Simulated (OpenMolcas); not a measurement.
# Eu⁴⁺: CASSCF and CASPT2 terms and fine-structure levels, part 1 of 2

Wanted: the level scheme of Eu⁴⁺ from active-space wave functions, then second-order correlation under several settings.

Program: OpenMolcas 26.06. Level of theory: state-averaged CASSCF and CASPT2, spin-orbit coupling by RASSI with atomic mean-field integrals. These are calculated values, not measurements, unless marked.

## (1) What is computed

```
Species                           : Eu⁴⁺ (europium, Z = 63, 59 electrons)
Basis                             : ANO-R1 [7s5p3d2f], 51 functions
Scalar Hamiltonian                : X2C, finite nucleus
Inactive shells                   : 1s 2s 2p 3s 3p 3d 4s 4p 4d 5s 5p
Active space                      : 5 electrons in 7 orbitals (4f)
Some configurations of this space : 4f⁵
Orbitals                          : optimised for each spin and parity, averaged over the low roots
```

The outer shells:

4f5
```
4f [↑ ][↑ ][↑ ][↑ ][↑ ][  ][  ]
```

Each step is its own input file, run in one work folder so that later steps find the files of earlier ones. Labels, J, g values, rates, χT and fits are worked out afterwards by a script from the matrices that RASSI stores.

## (2) Basis and integrals

The input, a.inp:

```
&GATEWAY
Coord
1

Eu 0.0 0.0 0.0
Basis=ANO-R1
Group=XYZ
NoMove
AngMom=0.0 0.0 0.0
AMFI
&SEWARD
```

Run with:

```sh
$ OMP_NUM_THREADS=1 MOLCAS_MEM=2252 MOLCAS_PROJECT=a pymolcas a.inp > a.log
```

The program printed:

```text
Basis set label: EU.ANO-R...7S5P3D2F.

      Electronic valence basis set:
      ------------------
      Associated Effective Charge  63.000000 au
      Associated Actual Charge     63.000000 au
      Nuclear Model: Finite nucleus - Gaussian distribution
        Gaussian exponent, Xi/bohr**(-2):  1.65273E+08

      Shell  nPrim  nBasis  Cartesian Spherical Contaminant
         s      25       7        X
         p      19       5        X
         d      12       3                 X
         f      10       2                 X
                  Relativistic X2C integrals
                  Atomic mean-field integrals
```

## (3) CASSCF: sextets of odd parity, 18 roots

The input, a.inp:

```
&RASSCF
FileOrb=start.orb
Symmetry=2
Spin=6
nActEl=5 0 0
Inactive=15 12
Ras2=0 7
CIRoot=18 18 1
SDav=21
CIMx=300
Iter=120 100
PrWF=0.3
OrbListing=Nothing
MaxOrb=0
Atom
>>> COPY $Project.JobIph JOB001
```

start.orb holds the contracted functions of the basis, ordered by shell, or the orbitals of the step before.

The program printed, cut to the lines that bear on the results:

```text
[...]
      Number of active orbitals                  7
[...]
      Spin quantum number                      2.5
[...]
      Active orbitals                            0   7
[...]
      Number of CSFs                            21
      Number of root(s) required                18
[...]
      Convergence after  5 iterations
[...]
      Natural orbitals and occupation numbers for root  1
      sym 2:   0.946272   1.000000   0.684023   0.369705   0.369705   0.946272   0.684023
      Natural orbitals and occupation numbers for root  2
      sym 2:   0.993289   0.445720   0.560991   0.993289   0.560991   0.445720   1.000000
      Natural orbitals and occupation numbers for root  3
      sym 2:   1.000000   0.372296   0.678416   0.678416   0.949288   0.372296   0.949288
::    RASSCF root number  1 Total energy: -10836.52346645
::    RASSCF root number  2 Total energy: -10836.52346645
::    RASSCF root number  3 Total energy: -10836.52346645
[...]
::    RASSCF root number 15 Total energy: -10836.49311589
::    RASSCF root number 16 Total energy: -10836.49311589
::    RASSCF root number 17 Total energy: -10836.49311589
::    RASSCF root number 18 Total energy: -10836.49311589
```

## (4) Reference wave functions, quartets of odd parity, 48 roots

The input, a.inp:

```
&RASSCF
FileOrb=start.orb
Symmetry=2
Spin=4
nActEl=5 0 0
Inactive=15 12
Ras2=0 7
CIRoot=48 48 1
SDav=224
CIMx=300
Iter=120 100
PrWF=0.3
OrbListing=Nothing
MaxOrb=0
Atom
>>> COPY $Project.JobIph JOB002
```

Run with:

```sh
$ OMP_NUM_THREADS=1 MOLCAS_MEM=2252 MOLCAS_PROJECT=a pymolcas a.inp > a.log
```

The program printed, cut to the lines that bear on the results:

```text
[...]
      Number of active orbitals                  7
[...]
      Spin quantum number                      1.5
[...]
      Active orbitals                            0   7
[...]
      Number of CSFs                           224
      Number of root(s) required                48
[...]
      Convergence after  7 iterations
[...]
      Natural orbitals and occupation numbers for root  1
      sym 2:   0.672603   0.835876   0.704271   0.638313   0.593649   0.814790   0.740498
      Natural orbitals and occupation numbers for root  2
      sym 2:   0.809810   0.721515   0.883081   0.544250   0.636072   0.652266   0.753006
      Natural orbitals and occupation numbers for root  3
      sym 2:   0.557958   0.768526   0.623683   0.737056   0.655638   0.788462   0.868676
::    RASSCF root number  1 Total energy: -10836.42275819
::    RASSCF root number  2 Total energy: -10836.42275819
::    RASSCF root number  3 Total energy: -10836.42275819
[...]
::    RASSCF root number 27 Total energy: -10836.42109881
::    RASSCF root number 28 Total energy: -10836.42109881
::    RASSCF root number 29 Total energy: -10836.42109881
::    RASSCF root number 30 Total energy: -10836.42109881
```

## (5) State interaction with spin-orbit coupling

The input, a.inp:

```
&RASSI
NrOfJobIphs=2 18 48
1 2 3 4 5 6 7 8 9 10 11 12 13 14 15 16 17 18
1 2 3 4 5 6 7 8 9 10 11 12 13 14 15 16 17 18 19 20 21 22 23 24 25 26 27
28 29 30 31 32 33 34 35 36 37 38 39 40 41 42 43 44 45 46 47 48
IphNames
JOB001
JOB002
EJob
SpinOrbit
DIPRint=1.0
SOCoupling=1000.0
Subsets=2
MEES
Property=10
'ANGMOM' 1 'ANGMOM' 2 'ANGMOM' 3 'MLTPL  1' 1 'MLTPL  1' 2 'MLTPL  1' 3
'AMFI' 1 'AMFI' 2 'AMFI' 3 'MLTPL  2' 6
SOProperty=3
'ANGMOM' 1 'ANGMOM' 2 'ANGMOM' 3
```

The program printed, cut to the lines that bear on the results:

```text
SPIN-FREE ENERGIES:
  (Shifted by EMIN (a.u.) =     -10836.5234664540)
 SF State       Relative EMIN(au)   Rel lowest level(eV)    D:o, cm**(-1)      L_eff
     1             0.0000000000        0.0000000000              0.0000         5.0
     2             0.0000000000        0.0000000000              0.0000         5.0
     3             0.0000000000        0.0000000000              0.0000         5.0
     4             0.0000000000        0.0000000000              0.0000         5.0
     5             0.0000000000        0.0000000000              0.0000         5.0
     6             0.0000000000        0.0000000000              0.0000         5.0
     7             0.0000000000        0.0000000000              0.0000         5.0
     8             0.0000000000        0.0000000000              0.0000         5.0
     9             0.0000000000        0.0000000000              0.0000         5.0
    10             0.0000000000        0.0000000000              0.0000         5.0
[...]
Eigenvalues of complex Hamiltonian:
   -----------------------------------
  (Shifted by EMIN (a.u.) =     -10836.5234664540)
 SO State       Relative EMIN(au)   Rel lowest level(eV)    D:o, cm**(-1)     J-value
     1            -0.0219750224        0.0000000000              0.0000         2.2
     2            -0.0219750224        0.0000000000              0.0000         1.3
     3            -0.0219750224        0.0000000000              0.0000         1.7
     4            -0.0219750224        0.0000000000              0.0000         1.9
     5            -0.0219750224        0.0000000000              0.0000         2.2
     6            -0.0219750224        0.0000000000              0.0000         2.3
     7            -0.0166262338        0.1455479531           1173.9234         2.8
     8            -0.0166262338        0.1455479531           1173.9234         2.7
     9            -0.0166262338        0.1455479531           1173.9234         2.0
    10            -0.0166262338        0.1455479531           1173.9234         2.8
    11            -0.0166262338        0.1455479531           1173.9234         3.1
[...]
```

These steps took 48 s in all on 1 thread of AMD EPYC 9R14 (Zen 4), shared host.

The roots that group into whole terms:

```tsv
configuration	term	E (cm⁻¹)
4f⁵	⁶H°	0.0
4f⁵	⁶F°	6661
```

Fine-structure levels, from the RASSI matrices grouped by J:

```
Configuration  Term     J  E (cm⁻¹)       g  Leading %
          4f⁵   ⁶H°   5/2       0.0   0.293         97
          4f⁵   ⁶H°   7/2      1174   0.829         98
          4f⁵   ⁶H°   9/2      2582   1.071         99
          4f⁵   ⁶H°  11/2      4143   1.202         99
          4f⁵   ⁶H°  13/2      5774   1.279         98
          4f⁵   ⁶H°  15/2      7398   1.329         96
          4f⁵   ⁶F°   1/2      8777  -0.671        100
          4f⁵   ⁶F°   3/2      8965   1.056         98
          4f⁵   ⁶F°   5/2      9414   1.306         97
          4f⁵   ⁶F°   7/2     10257   1.392         97
          4f⁵   ⁶F°   9/2     11600   1.433         98
          4f⁵   ⁶F°  11/2     13510   1.456        100
```

The table of levels holds 12 of 28 computed; the rest, higher up, is left out.

## (6) CASPT2: IPEA 0.2 (closed shells correlated: none)

The input, a.inp:

```
>>> COPY JOB001 $Project.JobIph
&CASPT2
Multistate=18 1 2 3 4 5 6 7 8 9 10 11 12 13 14 15 16 17 18
Frozen=15 12
IPEA=0.2
MaxIter=60
WThr=0.0 0.3 0.05
PrWF=0.5
NoMix
>>> COPY JOB002 $Project.JobIph
&CASPT2
Multistate=48 1 2 3 4 5 6 7 8 9 10 11 12 13 14 15 16 17 18 19 20 21 22
23 24 25 26 27 28 29 30 31 32 33 34 35 36 37 38 39 40 41 42 43 44 45 46
47 48
Frozen=15 12
IPEA=0.2
MaxIter=60
WThr=0.0 0.3 0.05
PrWF=0.5
NoMix
```

The program printed:

```text
Orbital specifications:
      -----------------------

      Symmetry species                           1   2
                                                ag  au
      Frozen orbitals                           15  12
      Inactive orbitals                          0   0
      Active orbitals                            0   7
      Secondary orbitals                         7  10
      Deleted orbitals                           0   0
      Number of basis functions                 22  29
Type of calculation                        MS-CASPT2
      Fock operator                              state-specific
      IPEA shift                                 0.20
      Real shift                                 0.00
      Imaginary shift                            0.00
      The input orbitals will be transformed to quasi-canonical
Reference energy:      -10836.5234664540
      E2 (Non-variational):      -0.0015474519
      E2 (Variational):          -0.0015474529
      Total energy:          -10836.5250139069
      Residual norm:              0.0000008620
      Reference weight:           0.99925
      Contributions to the CASPT2 correlation energy
      Active & Virtual Only:         -0.0015474519
      One Inactive Excited:           0.0000000000
      Two Inactive Excited:           0.0000000000
Reference energy:      -10836.5234664540
      E2 (Non-variational):      -0.0015493463
      E2 (Variational):          -0.0015493475
      Total energy:          -10836.5250158015
      Residual norm:              0.0000009137
      Reference weight:           0.99925
      Contributions to the CASPT2 correlation energy
      Active & Virtual Only:         -0.0015493463
      One Inactive Excited:           0.0000000000
      Two Inactive Excited:           0.0000000000
::    CASPT2 Root  1     Total energy: -10836.52501391
::    CASPT2 Root  2     Total energy: -10836.52501580
::    CASPT2 Root  3     Total energy: -10836.52501388
::    CASPT2 Root  4     Total energy: -10836.52501722
::    CASPT2 Root  5     Total energy: -10836.52501315
::    CASPT2 Root  6     Total energy: -10836.52501152
::    CASPT2 Root  7     Total energy: -10836.52501466
::    CASPT2 Root  8     Total energy: -10836.52501810
::    CASPT2 Root  9     Total energy: -10836.52501682
::    CASPT2 Root 10     Total energy: -10836.52500927
::    CASPT2 Root 11     Total energy: -10836.52501328
::    CASPT2 Root 12     Total energy: -10836.49489472
::    CASPT2 Root 13     Total energy: -10836.49490081
::    CASPT2 Root 14     Total energy: -10836.49489701
::    CASPT2 Root 15     Total energy: -10836.49489406
::    CASPT2 Root 16     Total energy: -10836.49490352
::    CASPT2 Root 17     Total energy: -10836.49490482
::    CASPT2 Root 18     Total energy: -10836.49490330
::    MS-CASPT2 Root  1     Total energy: -10836.52503340
::    MS-CASPT2 Root  2     Total energy: -10836.52503118
::    MS-CASPT2 Root  3     Total energy: -10836.52502577
::    MS-CASPT2 Root  4     Total energy: -10836.52502305
::    MS-CASPT2 Root  5     Total energy: -10836.52501634
::    MS-CASPT2 Root  6     Total energy: -10836.52501334
::    MS-CASPT2 Root  7     Total energy: -10836.52501279
::    MS-CASPT2 Root  8     Total energy: -10836.52500638
::    MS-CASPT2 Root  9     Total energy: -10836.52500515
::    MS-CASPT2 Root 10     Total energy: -10836.52499723
::    MS-CASPT2 Root 11     Total energy: -10836.52499339
::    MS-CASPT2 Root 12     Total energy: -10836.49490664
Orbital specifications:
      -----------------------

      Symmetry species                           1   2
                                                ag  au
      Frozen orbitals                           15  12
      Inactive orbitals                          0   0
      Active orbitals                            0   7
      Secondary orbitals                         7  10
      Deleted orbitals                           0   0
      Number of basis functions                 22  29
Type of calculation                        MS-CASPT2
      Fock operator                              state-specific
      IPEA shift                                 0.20
      Real shift                                 0.00
      Imaginary shift                            0.00
      The input orbitals will be transformed to quasi-canonical
Reference energy:      -10836.4227581946
      E2 (Non-variational):      -0.0020448464
      E2 (Variational):          -0.0020448462
      Total energy:          -10836.4248030408
      Residual norm:              0.0000000192
      Reference weight:           0.99897
      Contributions to the CASPT2 correlation energy
      Active & Virtual Only:         -0.0020448464
      One Inactive Excited:           0.0000000000
      Two Inactive Excited:           0.0000000000
Reference energy:      -10836.4227581946
      E2 (Non-variational):      -0.0020344839
      E2 (Variational):          -0.0020344837
      Total energy:          -10836.4247926783
      Residual norm:              0.0000000189
      Reference weight:           0.99897
      Contributions to the CASPT2 correlation energy
      Active & Virtual Only:         -0.0020344839
      One Inactive Excited:           0.0000000000
      Two Inactive Excited:           0.0000000000
::    CASPT2 Root  1     Total energy: -10836.42480304
::    CASPT2 Root  2     Total energy: -10836.42479268
::    CASPT2 Root  3     Total energy: -10836.42479935
::    CASPT2 Root  4     Total energy: -10836.42479422
::    CASPT2 Root  5     Total energy: -10836.42480727
::    CASPT2 Root  6     Total energy: -10836.42479822
::    CASPT2 Root  7     Total energy: -10836.42480103
::    CASPT2 Root  8     Total energy: -10836.42480743
::    CASPT2 Root  9     Total energy: -10836.42479582
::    CASPT2 Root 10     Total energy: -10836.42480003
::    CASPT2 Root 11     Total energy: -10836.42479706
::    CASPT2 Root 12     Total energy: -10836.42481194
::    CASPT2 Root 13     Total energy: -10836.42480051
::    CASPT2 Root 14     Total energy: -10836.42420297
::    CASPT2 Root 15     Total energy: -10836.42418004
::    CASPT2 Root 16     Total energy: -10836.42418700
::    CASPT2 Root 17     Total energy: -10836.42420787
::    CASPT2 Root 18     Total energy: -10836.42419423
::    CASPT2 Root 19     Total energy: -10836.42419763
::    CASPT2 Root 20     Total energy: -10836.42419296
::    CASPT2 Root 21     Total energy: -10836.42224842
::    CASPT2 Root 22     Total energy: -10836.42224978
::    CASPT2 Root 23     Total energy: -10836.42224937
::    CASPT2 Root 24     Total energy: -10836.42225906
::    CASPT2 Root 25     Total energy: -10836.42223446
::    CASPT2 Root 26     Total energy: -10836.42224208
::    CASPT2 Root 27     Total energy: -10836.42224701
::    CASPT2 Root 28     Total energy: -10836.42224891
::    CASPT2 Root 29     Total energy: -10836.42223480
::    CASPT2 Root 30     Total energy: -10836.42224856
```

This run: 16 s of run time, 1 thread of AMD EPYC 9R14 (Zen 4), shared host.

SS-CASPT2: lowest energy less the reference's lowest, -0.0015 hartree; reference weights 0.999. These are the single-state energies of the run (the lines without MS-).

Fine-structure levels, from the RASSI matrix with the averaged CASPT2 term energies on its diagonal:

```tsv
Configuration	Term	J	E (cm⁻¹)	g	Leading %	Second
4f⁵	⁶H°	5/2	0.0	0.293	97	3 ⁴G°
4f⁵	⁶H°	7/2	1176	0.829	98	2 ⁴G°
4f⁵	⁶H°	9/2	2590	1.071	99	
4f⁵	⁶H°	11/2	4150	1.202	99	
4f⁵	⁶H°	13/2	5780	1.279	98	
4f⁵	⁶H°	15/2	7400	1.329	96	4 ⁴I°
4f⁵	⁶F°	1/2	8730	-0.671	100	
4f⁵	⁶F°	3/2	8920	1.056	98	
4f⁵	⁶F°	5/2	9360	1.306	97	3 ⁴F°
4f⁵	⁶F°	7/2	10210	1.392	97	3 ⁴F°
4f⁵	⁶F°	9/2	11550	1.433	98	2 ⁴F°
4f⁵	⁶F°	11/2	13470	1.456	100
```

(Continued in part 2 of 2.)
